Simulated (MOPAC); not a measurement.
## AlN: one setting at a time in MOPAC

Simulated with MOPAC 23.2.5. This is a test of settings. The cell was built from a prototype and was relaxed with r2SCAN in plane waves (Ansatz 0.2.0). Not every such cell is a known phase. All runs are without spin polarisation.

The symmetry is P6_3mc (No. 186, hexagonal); a = 3.107 Å, c = 4.979 Å in the conventional setting, 10.40 Å³ an atom. Around Al lie 4 N at 1.89–1.90 Å; around N lie 4 Al at 1.89–1.90 Å.

The base run uses PM7 on a cluster of 128 atoms.

```
PM7 1SCF GRADIENTS AUX(PRECISION=6) THREADS=1
crystal as a cluster of 4x4x2 conventional cells

Al -0.000000 1 1.793650 1 9.940776 1
Al 1.553347 1 0.896825 1 2.472889 1
N -0.000000 1 1.793650 1 1.883379 1
N 1.553347 1 0.896825 1 4.372674 1
Al -0.000000 1 1.793650 1 4.962185 1
Al 1.553347 1 0.896825 1 7.451481 1
N -0.000000 1 1.793650 1 6.861970 1
N 1.553347 1 0.896825 1 9.351266 1
Al -1.553347 1 4.484126 1 9.940776 1
Al -0.000000 1 3.587301 1 2.472889 1
N -1.553347 1 4.484126 1 1.883379 1
N -0.000000 1 3.587301 1 4.372674 1
Al -1.553347 1 4.484126 1 4.962185 1
Al -0.000000 1 3.587301 1 7.451481 1
N -1.553347 1 4.484126 1 6.861970 1
N -0.000000 1 3.587301 1 9.351266 1
Al -3.106694 1 7.174602 1 9.940776 1
Al -1.553347 1 6.277777 1 2.472889 1
N -3.106694 1 7.174602 1 1.883379 1
N -1.553347 1 6.277777 1 4.372674 1
Al -3.106694 1 7.174602 1 4.962185 1
Al -1.553347 1 6.277777 1 7.451481 1
N -3.106694 1 7.174602 1 6.861970 1
[... 91 lines left out ...]
N 6.213388 1 7.174602 1 1.883379 1
N 7.766734 1 6.277777 1 4.372674 1
Al 6.213388 1 7.174602 1 4.962185 1
Al 7.766734 1 6.277777 1 7.451481 1
N 6.213388 1 7.174602 1 6.861970 1
N 7.766734 1 6.277777 1 9.351266 1
Al 4.660041 1 9.865078 1 9.940776 1
Al 6.213388 1 8.968252 1 2.472889 1
N 4.660041 1 9.865078 1 1.883379 1
N 6.213388 1 8.968252 1 4.372674 1
Al 4.660041 1 9.865078 1 4.962185 1
Al 6.213388 1 8.968252 1 7.451481 1
N 4.660041 1 9.865078 1 6.861970 1
N 6.213388 1 8.968252 1 9.351266 1
Tv 12.426775 1 0.000000 1 0.000000 1
Tv -6.213388 1 10.761903 1 0.000000 1
Tv 0.000000 1 0.000000 1 9.957183 1
```

Command: `mopac run.mop`. It took 41 s on 1 thread of Arm Neoverse N1, on a shared host, peak memory 0.17 GiB.

It converged with a gap of 9.71 eV. MOPAC's gap is a Hartree-Fock orbital gap, usually far wider than a measured one, and its energy is the heat of formation.

Each further run moved one setting: method (Hamiltonian); CUTOFP (reach of the lattice sums in Å); CHARGE (charge of the cell); cluster (size of the cluster in conventional cells). Changes are from the base run, which isn't itself converged in every setting; energies of another Hamiltonian, functional, basis or charge aren't compared.

| setting | how it ended | gap change (eV) | energy change (meV/atom) | time (s) |
| --- | --- | --- | --- | --- |
| method = PM3 | converged | -3.10 | – | 27 |
| method = MNDOD | converged | 0.08 | – | 43 |
| CUTOFP = 10 | converged | 0.01 | -0.9 | 18 |
| method = AM1 | converged | -1.71 | – | 18 |
| CHARGE = 2 (poor on purpose) | refused | – | – | 0.07 |
| cluster = 1x1x1 (poor on purpose) | refused | – | – | 0.06 |

CUTOFP = 10 changes nothing that matters here. With CHARGE = 2 nothing was computed: the program refuses a charged unit cell. With cluster = 1x1x1 nothing was computed: the program stopped at its input check.

The end of the log, shortened, for CHARGE = 2:

```
 ** MOPAC: An open-source semiempirical molecular orbital program             **
                              PM7 CALCULATION RESULTS
 *  PM7        - The PM7 Hamiltonian to be used
 *                 CHARGE ON SYSTEM = +2
          INFINITE SYSTEMS MUST HAVE A ZERO CHARGE ON THE UNIT CELL
          Unit cell has a charge. Correct fault and re-submit
 *  Errors detected in keywords.  Job stopped here to avoid wasting time.
 *     Error and normal termination messages reported in this calculation     *
 * Unit cell has a charge. Correct fault and re-submit                        *
 * JOB ENDED NORMALLY                                                         *
 TOTAL JOB TIME:             0.00 SECONDS
 == MOPAC DONE ==
```
